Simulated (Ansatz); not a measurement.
**C2H6O2Si: one species, many methods**

One table from this session's results is given with a row withheld; the runs are named, their logs left out.

Program: Ansatz 0.2.0, Gaussian basis. Level of theory: functionals in def2-TZVPP, the program's frozen cores in correlated methods. These are calculated values, not measurements.

Plan: PBE-D4, r2SCAN-D4, PBE0-D4, B3LYP-D4, ωB97X-V, ωB97M-V, B2PLYP; CCSD(T)/def2-TZVPP; MP2/def2-QZVPP; extrapolation to the limit.

## Structure used throughout

The geometry comes from an earlier relaxation with PBE0-D4 in a triple-zeta def2 set; it is a stationary point, not always the lowest conformer.

11 atoms, charge 0, spin multiplicity 1.

Atoms are counted from 1 here; the program's logs count them from 0.

Bond lengths: C1–Si2 1.858 Å, C1–H6 1.092 Å, C1–H7 1.092 Å, C1–H8 1.092 Å, Si2–C3 1.926 Å, Si2–H9 1.486 Å, Si2–H10 1.486 Å, C3–O4 1.204 Å, C3–O5 1.346 Å, O5–H11 0.971 Å. Angles: Si2–C1–H6 110.3°, Si2–C1–H7 110.4°, Si2–C1–H8 111.0°, H6–C1–H7 107.9°, H6–C1–H8 108.6°, H7–C1–H8 108.6°, C1–Si2–C3 107.6°, C1–Si2–H9 112.7°, C1–Si2–H10 112.6°, C3–Si2–H9 107.5°, C3–Si2–H10 107.4°, H9–Si2–H10 108.8°, Si2–C3–O4 124.0°, Si2–C3–O5 113.8°, O4–C3–O5 122.2°, C3–O5–H11 107.1°.

Geometry (Å):

```mol
C2H6O2Si
  3D, bonds by distance, orders not assigned

 11 10  0  0  0  0  0  0  0  0999 V2000
   -1.1154    1.2884    0.3863 C   0  0
    0.5080    0.3893    0.4795 Si  0  0
    0.3697   -1.1813   -0.6259 C   0  0
   -0.6184   -1.4867   -1.2416 O   0  0
    1.4904   -1.9257   -0.6543 O   0  0
   -1.9255    0.6460    0.7370 H   0  0
   -1.3342    1.5709   -0.6454 H   0  0
   -1.0981    2.1925    0.9985 H   0  0
    1.6416    1.1993   -0.0370 H   0  0
    0.8326   -0.0642    1.8569 H   0  0
    1.3146   -2.6853   -1.2335 H   0  0
  1  2  8  0
  2  3  8  0
  3  4  8  0
  3  5  8  0
  1  6  8  0
  1  7  8  0
  1  8  8  0
  2  9  8  0
  2 10  8  0
  5 11  8  0
M  END
```

Set-up of the first run:

in.yaml

```yaml
crystal:
  periodic: [false, false, false]
  atoms:
    - {symbol: C, position_ang: [-1.115381, 1.288360, 0.386267]}
    - {symbol: Si, position_ang: [0.508040, 0.389285, 0.479546]}
    - {symbol: C, position_ang: [0.369675, -1.181326, -0.625883]}
    - {symbol: O, position_ang: [-0.618389, -1.486715, -1.241625]}
    - {symbol: O, position_ang: [1.490369, -1.925665, -0.654256]}
    - {symbol: H, position_ang: [-1.925523, 0.646049, 0.737040]}
    - {symbol: H, position_ang: [-1.334209, 1.570887, -0.645351]}
    - {symbol: H, position_ang: [-1.098053, 2.192529, 0.998478]}
    - {symbol: H, position_ang: [1.641600, 1.199303, -0.037028]}
    - {symbol: H, position_ang: [0.832609, -0.064240, 1.856865]}
    - {symbol: H, position_ang: [1.314564, -2.685267, -1.233453]}
basis:
  gaussian: {orbitals: def2-TZVPP}
hamiltonian: {xc: pbe, dispersion: d4}
output: {forces: true, orbitals: {seedname: orbitals}}
```

Started as:

```
ansatz run in.yaml --threads 4 --pin off --events-out ev --progress --plain --max-ram 10444MiB
```

Among the steps run: PBE-D4 (GGA); r2SCAN-D4 (meta-GGA); PBE0-D4 (hybrid); B3LYP-D4 (hybrid); ωB97X-V (range-separated); ωB97M-V (range-separated); B2PLYP (double hybrid); CCSD(T) in def2-TZVPP; MP2 in def2-QZVPP.

One of the session's tables, all rows but one given; the rest of the session is left out.

```
            method  atomisation energy (kJ/mol)
            PBE-D4                       4342.0
         r2SCAN-D4                       4259.4
           PBE0-D4                       4238.4
          B3LYP-D4                       4237.3
           ωB97X-V                       4256.8
           ωB97M-V                            ?
            B2PLYP                       4197.9
     HF/def2-TZVPP                       3024.5
    MP2/def2-TZVPP                       4211.9
   CCSD/def2-TZVPP                       4057.4
CCSD(T)/def2-TZVPP                       4128.2
           MP2/CBS                       4326.0
       CCSD(T)/CBS                       4242.4
```

Q: Estimate the row for ωB97M-V from the others.

The run gave: atomisation energy (kJ/mol): 4256.4. In the column «atomisation energy (kJ/mol)» it lies between CCSD(T)/CBS (4242.4) and ωB97X-V (4256.8).

Limits of these values: Free atoms (2 C, 1 Si, 2 O, 6 H) were run apart at each level; the atomisation energy is their sum less the molecule, without zero-point or spin-orbit terms.
